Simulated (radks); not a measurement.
**Tc⁺ inside a hard spherical wall**

What does compression do to the levels of Tc⁺? A hard sphere of shrinking radius stands in for pressure; the configuration is held at [Kr] 4d5 5s1.

Program: radks (a radial shooting solver on a logarithmic mesh, Libxc functionals) version 1. Level of theory: scalar-relativistic Kohn-Sham, LDA (Slater exchange, VWN5 correlation), spin-polarised, spherical densities, finite nucleus; open shells are filled with parallel spins first. These are calculated values, not measurements, unless marked.

**1. The atom as given**

| Item | Value |
| --- | --- |
| element | technetium (Z = 43) |
| charge | +1 |
| electrons | 42 |
| configuration | [Kr] 4d5 5s1 |
| nuclear rms radius | 4.4112 fm |

The outer shells:

Tc⁺
```
[Kr] core
4d [↑ ][↑ ][↑ ][↑ ][↑ ]
5s [↑ ]
```

**2. The free atom**

Input:

```text
Z 43
configuration [Kr] 4d5 5s1 5p0 6s0 4f0
relativity scalar-relativistic
functional lda,vwn5
spin polarised
nucleus finite rms 4.4112 fm
c 137.035999084
```

**3. Wall at 20 bohr**

Settings, as their differences from step 2:

```diff
@@ -6,2 +6,3 @@
 nucleus finite rms 4.4112 fm
+wall 20 bohr
 c 137.035999084
```

**4. Wall at 10 bohr**

Settings, as their differences from step 3:

```diff
@@ -6,3 +6,3 @@
 nucleus finite rms 4.4112 fm
-wall 20 bohr
+wall 10 bohr
 c 137.035999084
```

**5. Wall at 8 bohr**

Settings, as their differences from step 4:

```diff
@@ -6,3 +6,3 @@
 nucleus finite rms 4.4112 fm
-wall 10 bohr
+wall 8 bohr
 c 137.035999084
```

**6. Wall at 7 bohr**

Settings, as their differences from step 5:

```diff
@@ -6,3 +6,3 @@
 nucleus finite rms 4.4112 fm
-wall 8 bohr
+wall 7 bohr
 c 137.035999084
```

**7. Wall at 3.5 bohr**

Settings, as their differences from step 6:

```diff
@@ -6,3 +6,3 @@
 nucleus finite rms 4.4112 fm
-wall 7 bohr
+wall 3.5 bohr
 c 137.035999084
```

**8. Wall at 2.5 bohr**

Settings, as their differences from step 7:

```diff
@@ -6,3 +6,3 @@
 nucleus finite rms 4.4112 fm
-wall 3.5 bohr
+wall 2.5 bohr
 c 137.035999084
```

What does the calculation give? Wanted: for each run, R; E − E(free); ε(5s); ε(5p, empty); ε(6s, empty); ε(4f, empty); pressure.

As calculated:

```csv
R (bohr),E − E(free) (eV),ε(5s) (eV),"ε(5p, empty) (eV)","ε(6s, empty) (eV)","ε(4f, empty) (eV)",pressure (GPa)
free,0.000,-12.432,-7.554,-3.176,-0.944,0
20,0.000,-12.432,-7.554,-3.175,-0.800,< 0.0001
10,0.001,-12.430,-7.543,-2.471,0.601,0.000742
8,0.014,-12.402,-7.438,-0.763,1.933,0.0304
7,0.069,-12.308,-7.191,1.420,3.183,0.190
3.5,15.596,-0.085,10.291,62.568,22.376,182
2.5,97.283,42.567,60.984,187.28,50.635,2753
```

Eigenvalues are for spin up. At the tightest wall, 2.5 bohr, the energy stands 97.283 eV above the free atom and the pressure, −dE/dV, is 2753 GPa. Of the levels in the table that exist at both ends, 6s (empty) rises most from the free atom (190.45 eV). From R = 2.5 bohr inwards the highest occupied level lies above zero, pushed up by confinement. Shells are not refilled when levels cross, and a hard wall is a model, not a crystal.
